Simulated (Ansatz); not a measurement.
# O: the cost of one run

Program: Ansatz 0.2.0. Level of theory: DFT PBEsol, scalar-relativistic. These are calculated values, not measurements.

### 1 The starting structure

Symmetry: R-3m, No. 166, trigonal system. The conventional cell has a = 2.847 Å, b = 2.847 Å, c = 10.225 Å, α = 90.00°, β = 90.00°, γ = 120.00°. O (site symmetry 3m) has 1 O at 1.18 Å as nearest neighbours.

As a file:

```cif
data_structure
_symmetry_space_group_name_H-M 'R-3m:H'
_symmetry_Int_Tables_number 166
_cell_length_a 2.8467
_cell_length_b 2.8467
_cell_length_c 10.2249
_cell_angle_alpha 90.000
_cell_angle_beta 90.000
_cell_angle_gamma 120.000
_cell_volume 71.76
loop_
_atom_site_label
_atom_site_type_symbol
_atom_site_symmetry_multiplicity
_atom_site_Wyckoff_symbol
_atom_site_fract_x
_atom_site_fract_y
_atom_site_fract_z
_atom_site_occupancy
O1 O 6 c 0.00000 0.00000 0.05770 1
```

The file gives the conventional cell by its symmetry; the runs use the cell typed in the input.

Atoms are numbered in the order of the input: O1, O2.

### 2 After the deformation

Space group R-3m before, P-1 after.

### 3 All-electron LAPW

The input, input.yaml:

```yaml
crystal:
  lattice:
    - [1.4021986674, 0.7976126959, 3.3970744002]
    - [-1.4444993768, 0.8118461861, 3.4113078904]
    - [-0.0088237906, -1.6605833821, 3.4165177094]
  atoms:
    - { symbol: O, position: [0.0577, 0.0577, 0.0577] }
    - { symbol: O, position: [0.9423, 0.9423, 0.9423] }
kpoints:
  mp_grid: { grid: [10, 10, 10] }
  band_path:
    path:
      - [0.0, 0.0, 0.0]
      - [0.0, 0.0, -0.5]
      - [0.5, 0.5, 0.5]
      - [0.0, 0.0, 0.0]
      - [0.0, -0.5, 0.0]
      - [0.5, 0.0, 0.0]
      - [0.0, 0.0, 0.0]
      - [0.5, 0.0, 0.5]
      - [0.0, -0.5, -0.5]
    npoints: 5
scf:
  occupations: { method: fermi_dirac, width: 0.02 }
hamiltonian:
  xc: pbesol
  pseudopotentials: { kind: all_electron, lapw: { basis_error: 0.0005 } }
output:
  forces: true
  stress: true
  eigenvalues: true
```

Run with:

```bash
> ansatz run input.yaml --threads 1 --pin off --max-ram 3072MiB --backend cpu --events-out ev --progress --plain --runs-dir out
```

Q: Estimate wall time and peak memory on 1 thread of Arm Neoverse V1, shared host.

About 3.2 min, with a peak of 2 GiB.
